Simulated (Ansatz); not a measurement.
# CH5AlOSi: the cost of one run

Program: Ansatz 0.2.0, Gaussian basis. Level of theory: PBE/6-31G*. These are calculated values, not measurements.

### 1 The geometry

An earlier PBE0-D4 in a triple-zeta def2 set relaxation fixed the geometry.

SMILES `[SiH3][Al]1[CH2][O]1`, 9 atoms, charge 0, spin multiplicity 1.

Atoms are counted from 1 here; the program's logs count them from 0.

Bond lengths: Si1–Al2 2.434 Å, Si1–H5 1.487 Å, Si1–H6 1.487 Å, Si1–H7 1.486 Å, Al2–C3 1.890 Å, Al2–O4 1.714 Å, C3–O4 1.475 Å, C3–H8 1.091 Å, C3–H9 1.091 Å. Angles: Al2–Si1–H5 109.3°, Al2–Si1–H6 109.3°, Al2–Si1–H7 111.3°, H5–Si1–H6 108.5°, H5–Si1–H7 109.2°, H6–Si1–H7 109.2°, Si1–Al2–C3 173.9°, Si1–Al2–O4 138.1°, C3–Al2–O4 48.0°, Al2–C3–O4 59.7°, Al2–C3–H8 123.3°, Al2–C3–H9 123.2°, O4–C3–H8 112.9°, O4–C3–H9 112.8°, H8–C3–H9 111.4°, Al2–O4–C3 72.3°.

### 2 The run

in.yaml reads:

```yaml
crystal:
  periodic: [false, false, false]
  atoms:
    - {symbol: Si, position_ang: [-0.720450, 1.472409, -1.271468]}
    - {symbol: Al, position_ang: [0.124765, -0.254643, 0.221324]}
    - {symbol: C, position_ang: [0.613090, -1.571720, 1.486359]}
    - {symbol: O, position_ang: [1.506162, -1.260799, 0.354230]}
    - {symbol: H, position_ang: [-2.011426, 1.024321, -1.859030]}
    - {symbol: H, position_ang: [-0.961320, 2.718552, -0.495907]}
    - {symbol: H, position_ang: [0.243041, 1.756410, -2.366848]}
    - {symbol: H, position_ang: [0.236762, -2.595013, 1.460546]}
    - {symbol: H, position_ang: [1.057877, -1.335816, 2.453793]}
basis:
  gaussian: {orbitals: "6-31G*"}
hamiltonian: {xc: {name: PBE}}
md: {timestep: 1 fs, n_steps: 30, ensemble: nvt_langevin, temperature: 700, initial_velocities: maxwell_boltzmann, friction: 0.01, seed: 132}
```

The run is started by

```sh
ansatz run in.yaml --threads 2 --pin off --events-out ev --progress --plain --max-ram 4352MiB
```

What time and memory should one allow on 2 threads of Arm Neoverse V1, shared host?

About 41 s, with a peak of 0.4 GiB.
